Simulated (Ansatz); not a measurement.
**CH₄AlCl₂N: from a rough start to a minimum**

The task is to find a stationary geometry of CH₄AlCl₂N, then compute its harmonic vibrations to see whether it is a minimum and to get the zero-point energy and entropy, and look at its orbitals and charge.

Computed with Ansatz 0.2.0, Gaussian basis. Level: RKS PBE0-D4/def2-TZVP.

Plan: relaxation at PBE-D4/def2-SVP; relaxation at PBE0-D4/def2-TZVP; harmonic vibrations at the same level; a single point in def2-TZVPP for the fields.

## 1. The starting structure

SMILES `C[NH][Al]([Cl])[Cl]`, 9 atoms, charge 0, spin multiplicity 1.

Atoms are counted from 1 here; the program's logs count them from 0.

Bond lengths: C1–N2 1.428 Å, C1–H6 1.104 Å, C1–H7 1.163 Å, C1–H8 1.070 Å, N2–Al3 1.940 Å, N2–H9 1.087 Å, Al3–Cl4 2.149 Å, Al3–Cl5 2.215 Å. Angles: N2–C1–H6 112.1°, N2–C1–H7 108.2°, N2–C1–H8 111.3°, H6–C1–H7 105.8°, H6–C1–H8 112.5°, H7–C1–H8 106.6°, C1–N2–Al3 111.6°, C1–N2–H9 107.0°, Al3–N2–H9 108.4°, N2–Al3–Cl4 120.7°, N2–Al3–Cl5 119.4°, Cl4–Al3–Cl5 119.9°.

As a file:

```mol
CH4AlCl2N
  3D, bonds by distance, orders not assigned

  9  8  0  0  0  0  0  0  0  0999 V2000
   -0.5099   -0.5951    1.0405 C   0  0
    0.7341   -0.2858    0.4121 N   0  0
    0.4734    0.4525   -1.3631 Al  0  0
   -0.4671   -0.7096   -2.9075 Cl  0  0
    1.2483    2.4760   -1.8223 Cl  0  0
   -1.1181   -1.2911    0.4361 H   0  0
   -1.1318    0.3850    1.1180 H   0  0
   -0.3632   -0.9435    2.0418 H   0  0
    1.2228    0.4652    1.0273 H   0  0
  1  2  8  0
  2  3  8  0
  3  4  8  0
  3  5  8  0
  1  6  8  0
  1  7  8  0
  1  8  8  0
  2  9  8  0
M  END
```

The start is a force-field geometry with small random shifts, so a cheaper pass at PBE-D4/def2-SVP comes first.

## 2. Optimising with PBE-D4/def2-SVP (cheap first pass)

in.yaml reads:

```yaml
crystal:
  periodic: [false, false, false]
  atoms:
    - {symbol: C, position_ang: [-0.509900, -0.595100, 1.040500]}
    - {symbol: N, position_ang: [0.734100, -0.285800, 0.412100]}
    - {symbol: Al, position_ang: [0.473400, 0.452500, -1.363100]}
    - {symbol: Cl, position_ang: [-0.467100, -0.709600, -2.907500]}
    - {symbol: Cl, position_ang: [1.248300, 2.476000, -1.822300]}
    - {symbol: H, position_ang: [-1.118100, -1.291100, 0.436100]}
    - {symbol: H, position_ang: [-1.131800, 0.385000, 1.118000]}
    - {symbol: H, position_ang: [-0.363200, -0.943500, 2.041800]}
    - {symbol: H, position_ang: [1.222800, 0.465200, 1.027300]}
basis:
  gaussian: {orbitals: def2-SVP}
hamiltonian: {xc: pbe, dispersion: d4}
relax: {f_tol: 0.03, max_steps: 200}
```

The run is started by

```bash
> ansatz run in.yaml --threads 4 --pin off --events-out ev --progress --plain --max-ram 10444MiB
```

The program printed, cut to the lines that bear on the results:

```text
Functional definition: PBE
  name "PBE"
  cite "Perdew, Burke & Ernzerhof, Phys. Rev. Lett. 77, 3865 (1996) doi:10.1103/PhysRevLett.77.3865"
  parent pbe
[...]
1145 factors; their error is unknown
[...]
mean field -34209.03436776 eV, -1257.1588252989 hartree, gradient 1.7e-5 eV, S^2 0.000000; 0 other end points of the search recorded, 0 dependent functions left out
[...]
reference -34209.03440451 eV, -1257.1588266493 hartree; 32, 32 occupied and 70, 70 virtual orbitals, 1145 factors
relax step   1: F+E_penalty+E_count = -34209.24445217 eV  Δ(F+E_penalty+E_count) = +0.000e0 eV  max|allowed force component| = 2.412e0 eV/Å  Δτ_max = 0.0000 Å  (28 SCF iters, accepted)
[...]
relax step   3: F+E_penalty+E_count = -34209.91053308 eV  Δ(F+E_penalty+E_count) = -1.632e-1 eV  max|allowed force component| = 7.194e-1 eV/Å  Δτ_max = 0.1527 Å  (28 SCF iters, accepted)
[...]
relax step   5: F+E_penalty+E_count = -34210.06172280 eV  Δ(F+E_penalty+E_count) = -6.447e-2 eV  max|allowed force component| = 5.998e-1 eV/Å  Δτ_max = 0.1960 Å  (28 SCF iters, accepted)
[...]
relax step   7: F+E_penalty+E_count = -34210.10725162 eV  Δ(F+E_penalty+E_count) = -6.268e-4 eV  max|allowed force component| = 2.426e-1 eV/Å  Δτ_max = 0.0042 Å  (21 SCF iters, accepted)
[...]
relax step   9: F+E_penalty+E_count = -34210.11566772 eV  Δ(F+E_penalty+E_count) = -4.816e-4 eV  max|allowed force component| = 4.120e-2 eV/Å  Δτ_max = 0.0301 Å  (28 SCF iters, accepted)
[...]
relax step  10: F+E_penalty+E_count = -34210.11575390 eV  Δ(F+E_penalty+E_count) = -8.618e-5 eV  max|allowed force component| = 1.021e-2 eV/Å  Δτ_max = 0.0091 Å  (29 SCF iters, accepted)
1145 factors; their error is unknown
[...]
mean field -34209.89839139 eV, -1257.1905775815 hartree, gradient 2.1e-5 eV, S^2 0.000000; 1 other end points of the search recorded, 0 dependent functions left out
[...]
reference -34209.89842829 eV, -1257.1905789377 hartree; 32, 32 occupied and 70, 70 virtual orbitals, 1145 factors
Total energy: -34210.11579080 eV, -1257.1985668627 hartree
Atom 0 at    -0.552152    -0.602986     1.059080 Å, force    -0.009556    -0.006341     0.007166 eV/Å
Atom 1 at     0.319095     0.335615     0.367732 Å, force    -0.000916     0.003268    -0.002678 eV/Å
Atom 2 at     0.537457     0.555740    -1.376288 Å, force     0.010211    -0.001457    -0.003768 eV/Å
Atom 3 at    -0.558398    -0.642373    -2.718495 Å, force    -0.002994    -0.000586     0.002036 eV/Å
Atom 4 at     1.891972     2.000157    -2.090248 Å, force    -0.002379     0.002803     0.003300 eV/Å
Atom 5 at    -1.105754    -1.220022     0.322937 Å, force    -0.000145     0.000172    -0.000135 eV/Å
Atom 6 at    -1.312352    -0.093511     1.694362 Å, force     0.003389     0.002896    -0.002081 eV/Å
Atom 7 at     0.011615    -1.305101     1.714675 Å, force     0.002009    -0.001336    -0.000313 eV/Å
Atom 8 at     0.857018     0.926082     1.009145 Å, force     0.000380     0.000581    -0.003526 eV/Å
Dipole moment:    -0.046323    -0.041468     0.505396 e Å
```

Wall time 10 s (4 threads of Arm Neoverse V2, shared host).

Along the way:

| step | energy from step 1 (eV) | largest force component (eV/Å) |
| --- | --- | --- |
| 1 | 0.0000 | 2.4124 |
| 2 | -0.5029 | 1.4954 |
| 3 | -0.6661 | 0.7194 |
| 4 | -0.7528 | 0.8137 |
| 5 | -0.8173 | 0.5998 |
| 6 | -0.8622 | 0.2453 |
| 7 | -0.8628 | 0.2426 |
| 8 | -0.8707 | 0.0252 |
| 9 | -0.8712 | 0.0412 |
| 10 | -0.8713 | 0.0102 |

The force was under the threshold of 0.03 eV/Å already at step 8, but the program went on to step 10.

Close pairs (by a distance rule), those that changed most:

| bond | before (Å) | after (Å) | change (Å) |
| --- | --- | --- | --- |
| N2–Al3 | 1.940 | 1.771 | -0.169 |
| Al3–Cl5 | 2.215 | 2.105 | -0.110 |
| N2–H9 | 1.087 | 1.024 | -0.062 |
| C1–H7 | 1.163 | 1.114 | -0.049 |
| C1–H8 | 1.070 | 1.114 | +0.044 |
| Al3–Cl4 | 2.149 | 2.107 | -0.043 |
| C1–N2 | 1.428 | 1.455 | +0.028 |
| C1–H6 | 1.104 | 1.109 | +0.004 |

## 3. Optimising with PBE0-D4/def2-TZVP

in.yaml reads:

```yaml
crystal:
  periodic: [false, false, false]
  atoms:
    - {symbol: C, position_ang: [-0.552152, -0.602986, 1.059080]}
    - {symbol: N, position_ang: [0.319095, 0.335615, 0.367732]}
    - {symbol: Al, position_ang: [0.537457, 0.555740, -1.376288]}
    - {symbol: Cl, position_ang: [-0.558398, -0.642373, -2.718495]}
    - {symbol: Cl, position_ang: [1.891972, 2.000157, -2.090248]}
    - {symbol: H, position_ang: [-1.105754, -1.220022, 0.322937]}
    - {symbol: H, position_ang: [-1.312352, -0.093511, 1.694362]}
    - {symbol: H, position_ang: [0.011615, -1.305101, 1.714675]}
    - {symbol: H, position_ang: [0.857018, 0.926082, 1.009145]}
basis:
  gaussian: {orbitals: def2-TZVP}
hamiltonian: {xc: pbe0, dispersion: d4}
relax: {f_tol: 0.005, max_steps: 150}
```

Launched as before.

The program printed, cut to the lines that bear on the results:

```text
Functional definition: PBE0
  name "PBE0"
  cite "Adamo & Barone, J. Chem. Phys. 110, 6158 (1999) doi:10.1063/1.478522"
  cite "Perdew, Burke & Ernzerhof, Phys. Rev. Lett. 77, 3865 (1996) doi:10.1103/PhysRevLett.77.3865"
  parent pbe
[...]
1326 factors; their error is unknown
[...]
mean field -34226.89588136 eV, -1257.8152238166 hartree, gradient 2.9e-5 eV, S^2 0.000000; 0 other end points of the search recorded, 0 dependent functions left out
[...]
reference -34226.89591430 eV, -1257.8152250272 hartree; 32, 32 occupied and 165, 165 virtual orbitals, 1326 factors
relax step   1: F+E_penalty+E_count = -34227.08297611 eV  Δ(F+E_penalty+E_count) = +0.000e0 eV  max|allowed force component| = 4.122e-1 eV/Å  Δτ_max = 0.0000 Å  (28 SCF iters, accepted)
[...]
Total energy: -34227.12195409 eV, -1257.8235318363 hartree
Atom 0 at    -0.551199    -0.601323     1.053946 Å, force    -0.001740    -0.001507     0.001694 eV/Å
Atom 1 at     0.315977     0.330627     0.361106 Å, force     0.001490     0.001188    -0.002059 eV/Å
Atom 2 at     0.532208     0.545909    -1.360516 Å, force    -0.000293    -0.000528    -0.000682 eV/Å
Atom 3 at    -0.544187    -0.630925    -2.701582 Å, force     0.000979     0.000413    -0.000913 eV/Å
Atom 4 at     1.867763     1.980649    -2.065746 Å, force     0.000235     0.000910     0.000202 eV/Å
Atom 5 at    -1.099168    -1.207674     0.330256 Å, force    -0.000881    -0.000305     0.001044 eV/Å
Atom 6 at    -1.291390    -0.087738     1.677117 Å, force     0.000647     0.000697     0.000706 eV/Å
Atom 7 at     0.012852    -1.287637     1.694859 Å, force     0.000447     0.000296     0.000278 eV/Å
Atom 8 at     0.845645     0.911714     0.993459 Å, force    -0.000884    -0.001164    -0.000270 eV/Å
Dipole moment:    -0.055730    -0.054949     0.487380 e Å
```

Wall time 19 s (4 threads of Arm Neoverse V2, shared host); peak memory 0.56 GiB.

Relaxation path:

| step | energy from step 1 (eV) | largest force component (eV/Å) |
| --- | --- | --- |
| 1 | 0.0000 | 0.4122 |
| 2 | -0.0356 | 0.2195 |
| 3 | -0.0389 | 0.0620 |
| 4 | -0.0389 | 0.0179 |
| 5 | -0.0389 | 0.0103 |
| 6 | -0.0389 | 0.0021 |

Distances of close pairs at the start and the end, largest changes first:

| bond | before (Å) | after (Å) | change (Å) |
| --- | --- | --- | --- |
| N2–Al3 | 1.771 | 1.748 | -0.023 |
| Al3–Cl4 | 2.107 | 2.084 | -0.023 |
| Al3–Cl5 | 2.105 | 2.083 | -0.022 |
| C1–H7 | 1.114 | 1.095 | -0.019 |
| C1–H8 | 1.114 | 1.095 | -0.018 |
| C1–H6 | 1.109 | 1.092 | -0.017 |
| N2–H9 | 1.024 | 1.009 | -0.015 |
| C1–N2 | 1.455 | 1.449 | -0.006 |

Mulliken charges at the end point, from the run's report:

| atom | value (e) |
| --- | --- |
| C1 | -0.28 |
| N2 | -0.40 |
| Al3 | 0.56 |
| Cl4 | -0.25 |
| Cl5 | -0.25 |
| H6 | 0.14 |
| H7 | 0.13 |
| H8 | 0.13 |
| H9 | 0.22 |

## 4. Force constants and modes

in.yaml reads:

```yaml
crystal:
  periodic: [false, false, false]
  atoms:
    - {symbol: C, position_ang: [-0.551199, -0.601323, 1.053946]}
    - {symbol: N, position_ang: [0.315977, 0.330627, 0.361106]}
    - {symbol: Al, position_ang: [0.532208, 0.545909, -1.360516]}
    - {symbol: Cl, position_ang: [-0.544187, -0.630925, -2.701582]}
    - {symbol: Cl, position_ang: [1.867763, 1.980649, -2.065746]}
    - {symbol: H, position_ang: [-1.099168, -1.207674, 0.330256]}
    - {symbol: H, position_ang: [-1.291390, -0.087738, 1.677117]}
    - {symbol: H, position_ang: [0.012852, -1.287637, 1.694859]}
    - {symbol: H, position_ang: [0.845645, 0.911714, 0.993459]}
basis:
  gaussian: {orbitals: def2-TZVP}
hamiltonian: {xc: pbe0, dispersion: d4}
phonons: {temperatures: {t_min: 298.15, t_max: 900, t_step: 200}}
```

Same command.

The program printed, cut to the lines that bear on the results:

```text
Functional definition: PBE0
  name "PBE0"
  cite "Adamo & Barone, J. Chem. Phys. 110, 6158 (1999) doi:10.1063/1.478522"
  cite "Perdew, Burke & Ernzerhof, Phys. Rev. Lett. 77, 3865 (1996) doi:10.1103/PhysRevLett.77.3865"
  parent pbe
[...]
1326 factors; their error is unknown
[...]
mean field -34226.93303945 eV, -1257.8165893513 hartree, gradient 2.7e-5 eV, S^2 0.000000; 0 other end points of the search recorded, 0 dependent functions left out
[...]
reference -34226.93307212 eV, -1257.8165905520 hartree; 32, 32 occupied and 165, 165 virtual orbitals, 1326 factors
[...]
1326 factors; their error is unknown
mean field -34226.93286906 eV, -1257.8165830896 hartree, gradient 1.1e-6 eV, S^2 0.000000; 0 other end points of the search recorded, 0 dependent functions left out
[...]
reference -34226.93290174 eV, -1257.8165842906 hartree; 32, 32 occupied and 165, 165 virtual orbitals, 1326 factors
[...]
Atom 1 at     0.315977     0.330627     0.361106 Å, force     0.001437     0.001132    -0.002097 eV/Å
Atom 2 at     0.532208     0.545909    -1.360516 Å, force    -0.000276    -0.000510    -0.000672 eV/Å
Atom 3 at    -0.544187    -0.630925    -2.701582 Å, force     0.000968     0.000399    -0.000905 eV/Å
Atom 4 at     1.867763     1.980649    -2.065746 Å, force     0.000260     0.000937     0.000179 eV/Å
Atom 5 at    -1.099168    -1.207674     0.330256 Å, force    -0.000877    -0.000293     0.001041 eV/Å
Atom 6 at    -1.291390    -0.087738     1.677117 Å, force     0.000661     0.000693     0.000692 eV/Å
Atom 7 at     0.012852    -1.287637     1.694859 Å, force     0.000449     0.000299     0.000276 eV/Å
Atom 8 at     0.845645     0.911714     0.993459 Å, force    -0.000853    -0.001129    -0.000245 eV/Å
Dipole moment:    -0.055731    -0.054949     0.487380 e Å
Vibrations: 104.73 114.69 143.75 152.78 226.83 296.19 429.50 516.47 615.73 781.11 1087.22 1143.10 1159.45 1398.86 1461.38 1489.05 1515.18 3020.03 3070.28 3120.46 3610.08 cm⁻¹, zero-point energy 1.578123 eV
```

Wall time 1.8 min (4 threads of Arm Neoverse V2, shared host); peak memory 0.56 GiB.

Motions are named by where the mode's potential energy lies. Wavenumbers, unscaled:

| mode | cm⁻¹ | motion |
| --- | --- | --- |
| 1 | 105 | bend |
| 2 | 115 | torsion |
| 3 | 144 | bend |
| 4 | 153 | torsion |
| 5 | 227 | torsion with out-of-plane bend |
| 6 | 296 | bend |
| 7 | 429 | Al–Cl stretch |
| 8 | 516 | torsion |
| 9 | 616 | Al–Cl stretch |
| 10 | 781 | Al–N stretch |
| 11 | 1087 | bend |
| 12 | 1143 | bend |
| 13 | 1159 | C–N stretch |
| 14 | 1399 | bend |
| 15 | 1461 | bend |
| 16 | 1489 | bend |
| 17 | 1515 | bend |
| 18 | 3020 | C–H stretch |
| 19 | 3070 | C–H stretch |
| 20 | 3120 | C–H stretch |
| 21 | 3610 | N–H stretch |

Ideal gas, rigid rotor and harmonic oscillator at 298.15 K and 1 bar, with symmetry number 1:

| term | value |
| --- | --- |
| zero-point energy | 152.3 kJ/mol |
| H(298) − E | 174.0 kJ/mol |
| entropy, translation | 169.4 J/(mol K) |
| entropy, rotation | 119.8 J/(mol K) |
| entropy, vibration | 73.8 J/(mol K) |
| entropy, total | 363.0 J/(mol K) |

## 5. Fields at the relaxed geometry

Changes to in.yaml since step 4:

```diff
@@ -13,4 +13,4 @@
 basis:
-  gaussian: {orbitals: def2-TZVP}
+  gaussian: {orbitals: def2-TZVPP}
 hamiltonian: {xc: pbe0, dispersion: d4}
-phonons: {temperatures: {t_min: 298.15, t_max: 900, t_step: 200}}
+output: {orbitals: {seedname: orbitals}}
```

Launched as before.

The program printed:

```text
Functional definition: PBE0
  name "PBE0"
  cite "Adamo & Barone, J. Chem. Phys. 110, 6158 (1999) doi:10.1063/1.478522"
  cite "Perdew, Burke & Ernzerhof, Phys. Rev. Lett. 77, 3865 (1996) doi:10.1103/PhysRevLett.77.3865"
  parent pbe
  parameter a = 0.25
  parameter kappa = 0.804
  parameter beta = 0.06672455060314922
  exchange = (1 - a)*pbe_x(kappa = kappa, mu = beta*pi^2/3) + a*exact_x
  correlation = pbe_c(beta = beta)
1521 factors; their error is unknown
mean field evaluation 1: about -34218.6142 eV, gradient 6.3e1 eV
mean field evaluation 2: about -34200.7115 eV, gradient 1.0e2 eV
mean field evaluation 4: about -34226.8561 eV, gradient 5.6e0 eV
mean field evaluation 8: about -34226.9936 eV, gradient 3.5e-1 eV
mean field evaluation 16: about -34226.9937 eV, gradient 4.1e-5 eV
mean field -34226.99373393 eV, -1257.8188198322 hartree, gradient 4.1e-5 eV, S^2 0.000000; 0 other end points of the search recorded, 0 dependent functions left out
reference -34226.99376702 eV, -1257.8188210483 hartree; 32, 32 occupied and 212, 212 virtual orbitals, 1521 factors
Total energy: -34227.18265168 eV, -1257.8257624317 hartree
```

Wall time 2.6 s (4 threads of Arm Neoverse V2, shared host); peak memory 0.68 GiB.

The fields below are evaluated on a grid from the run's orbitals.

Frontier orbitals at PBE0-D4/def2-TZVPP, with the share of their density that lies nearest to each atom:

| orbital | energy (eV) | lies on |
| --- | --- | --- |
| HOMO | -7.28 | N2 62 %; H7, H8, H9 about 8 % each; Al3 7 % |
| LUMO | -0.53 | Al3 46 %; Cl4, Cl5 about 16 % each; N2 9 % |

ELF in a plane through or near 7 of the atoms.

Values, 10 rows by 14 columns:
```
0.00 0.00 0.00 0.00 0.00 0.00 0.00 0.00 0.00 0.00 0.00 0.00 0.00 0.00
0.00 0.00 0.00 0.00 0.00 0.00 0.00 0.00 0.00 0.00 0.00 0.00 0.00 0.00
0.00 0.01 0.18 0.46 0.31 0.01 0.06 0.39 0.06 0.00 0.00 0.00 0.00 0.00
0.00 0.19 0.78 0.72 0.79 0.05 0.56 0.99 0.31 0.01 0.01 0.00 0.00 0.00
0.00 0.37 0.88 0.29 0.83 0.05 0.76 0.74 0.53 0.56 0.14 0.00 0.00 0.00
0.00 0.10 0.50 0.55 0.08 0.81 0.46 0.44 0.20 0.44 0.12 0.00 0.00 0.00
0.00 0.00 0.00 0.18 0.79 0.83 0.40 0.07 1.00 0.86 0.02 0.00 0.00 0.00
0.00 0.00 0.05 0.68 0.64 0.42 0.81 0.06 0.32 0.49 0.00 0.00 0.00 0.00
0.00 0.00 0.00 0.28 0.70 0.75 0.50 0.06 0.00 0.00 0.00 0.00 0.00 0.00
0.00 0.00 0.00 0.00 0.03 0.04 0.01 0.00 0.00 0.00 0.00 0.00 0.00 0.00
```
The map spans 11.7 Å across and 9.6 Å up, centred on the molecule. Atoms in the plane (x, y in Å): C1 (1.3, -0.1), N2 (0.0, 0.6), Al3 (-1.6, -0.1), Cl4 (-1.8, -2.2), Cl5 (-3.2, 1.1), H6 (1.2, -1.2), H9 (0.1, 1.6).

On the surface of density 0.002 e/bohr³ the electrostatic potential runs, from the 1st to the 99th percentile, from -0.48 V near Cl4 to 2.38 V near Al3.

## 6. What came out

| quantity | value |
| --- | --- |
| point group | Cs |
| steps | 10 + 6 |
| shift from the start (rms) | 0.539 Å |
| total energy | -34227.1220 eV |
| dispersion term | -189 meV |
| dipole moment | 2.37 D |
| lowest, highest wavenumber | 105, 3610 cm⁻¹ |
| zero-point energy | 152.3 kJ/mol |
| entropy at 298.15 K | 363.0 J/(mol K) |
| HOMO, LUMO | -7.28, -0.53 eV |

What this shows: The atoms moved 0.54 Å (rms) from the start; the bond that changed most is N2–Al3, from 1.940 to 1.748 Å. All wavenumbers are real, so the end point is a minimum. The stiffest mode, 3610 cm⁻¹, is an N–H stretch, and 4 modes under 200 cm⁻¹ make the vibrational entropy uncertain. Harmonic hybrid wavenumbers usually lie a few per cent above measured fundamentals. The largest Mulliken charge, +0.56 e, sits on Al3. The HOMO lies mostly on N2 62 %; H7, H8, H9 about 8 % each and the LUMO on Al3 46 %; Cl4, Cl5 about 16 % each.
